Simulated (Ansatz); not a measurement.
# GeH₂ + H₂: a complex and its separated parts

The complex below is one end of an elementary step. How strongly is it bound against its free parts?

Program: Ansatz 0.2.0, Gaussian basis. Level of theory: PBE0-D4/def2-TZVP structures, single points in def2-TZVPP, no counterpoise correction. These are calculated values, not measurements.

Levels: SPW92, PBE-D4, BLYP-D4, r2SCAN-D4, B97M-V, PBE0-D4, B3LYP-D4, r2SCAN0-D4, BHLYP-D4, CAM-B3LYP-D4, wB97X-V, wB97M-V, B2PLYP, PBE-QIDH, RPA on PBE, Hartree-Fock, MP2, CCSD, CCSD(T).

Cores are frozen in the correlated methods. Filled d shells of the heavier atoms are correlated. B3LYP uses VWN-RPA correlation. B2PLYP carries no dispersion term here.

## 1. The system as given

The complex: 5 atoms, charge 0, spin multiplicity 1.

Atoms are counted from 1 here; the program's logs count them from 0.

Bond lengths: Ge1–H2 1.588 Å, Ge1–H4 1.945 Å, Ge1–H5 1.588 Å, H3–H4 0.790 Å. Angles: H2–Ge1–H4 89.1°, H2–Ge1–H5 92.3°, H4–Ge1–H5 89.1°, Ge1–H4–H3 83.5°.

Geometry (Å):

```tsv
atom	x (Å)	y (Å)	z (Å)
Ge1	-0.62507	-0.68678	-0.29508
H2	0.68861	-0.52217	-1.17144
H3	0.62975	0.47792	0.76659
H4	0.37505	-0.08361	1.26026
H5	-1.06844	0.81454	-0.56024
```

Its parts: GeH₂ holds atoms 1, 2, 5; H₂ holds atoms 3, 4. Each part counts its atoms afresh in its own runs.

## 2. Relaxing GeH₂ alone

File relax-a/in.yaml:

```yaml
crystal:
  periodic: [false, false, false]
  atoms:
    - {symbol: Ge, position_ang: [-0.625073, -0.686777, -0.295077]}
    - {symbol: H, position_ang: [0.688614, -0.522175, -1.171438]}
    - {symbol: H, position_ang: [-1.068444, 0.814540, -0.560240]}
basis:
  gaussian: {orbitals: def2-TZVP}
hamiltonian: {xc: pbe0, dispersion: d4}
relax: {f_tol: 0.005, max_steps: 200}
```

The command line of these runs was not kept.

Further steps of the session: Relaxing H₂ alone; wB97M-V/def2-TZVPP; CCSD(T)/def2-TZVPP; Vibrations of GeH₂; Vibrations of H₂.

What does the calculation give? Wanted: complex less parts, CCSD(T)/def2-TZVPP; with zero-point energy; largest T1 diagnostic.

**Answer**, as computed:

| quantity | value |
| --- | --- |
| complex less parts, CCSD(T)/def2-TZVPP | -20.9 kJ/mol |
| with zero-point energy | -4.3 kJ/mol |
| largest T1 diagnostic | 0.012 |

What this shows: At CCSD(T) the complex lies 20.9 kJ/mol below its parts. B2PLYP is the best functional here (-0.5 kJ/mol from CCSD(T)); SPW92 is the worst (-50.5 kJ/mol). Mean unsigned error by rung: LDA 50.5, GGA 10.4, meta-GGA 10.5, hybrid 7.9, range-separated hybrid 4.0, double hybrid 5.1 kJ/mol. PBE-D4 gives a relative energy 18.2 kJ/mol too low, outside chemical accuracy (1 kcal/mol, 4.2 kJ/mol). No counterpoise was applied, and triple zeta lacks some correlation, so the CCSD(T) reference has a basis error of its own, and close matches with it are partly luck. The restricted Hartree–Fock reference is unstable towards an unrestricted one at one or more of these structures.
